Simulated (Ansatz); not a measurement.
# CrH: the cost of one run

Computed with Ansatz 0.2.0 (the levels named in each step, unless a step's input says otherwise).

## Step 1: The structure to begin with

Bond lengths: Cr1–H2 1.534 Å.

Coordinates:

```xyz
2

Cr    0.0000    0.0000    0.0000
H     0.0000    0.0000    1.5339
```

## Step 2: A rough first relaxation, PBE-D4/def2-SVP

This run stands in another session on the same molecule. It ended at:

```xyz
2

Cr    0.0000    0.0000   -0.0604
H     0.0000    0.0000    1.5943
```

## Step 3: Relaxation, PBE0-D4/def2-TZVPP

This run stands in another session on the same molecule. It ended at:

```xyz
2

Cr    0.0000    0.0000   -0.0655
H     0.0000    0.0000    1.5994
```

## Step 4: Bond length 1.4651 Å, PBE0-D4/def2-QZVPP

Contents of input.yaml:

```yaml
crystal:
  periodic: [false, false, false]
  atoms:
    - { symbol: Cr, position_ang: [0.0, 0.0, 0.0] }
    - { symbol: H, position_ang: [0.0, 0.0, 1.4651] }
magnetization:
  spin_polarized: true
  initial_magnetization: 5
basis:
  gaussian: { orbitals: def2-QZVPP.json }
hamiltonian:
  xc: pbe0
  dispersion: d4
```

On the command line:

```console
$ ansatz run input.yaml --threads 2 --pin off --max-ram 5120MiB --backend cpu --events-out ev --progress --plain --runs-dir out
```

Q: Estimate wall time and peak memory on 2 threads of Intel Xeon at 2.50GHz (Skylake/Cascade Lake), shared host.

About 3.3 s, with a peak of 0.21 GiB.
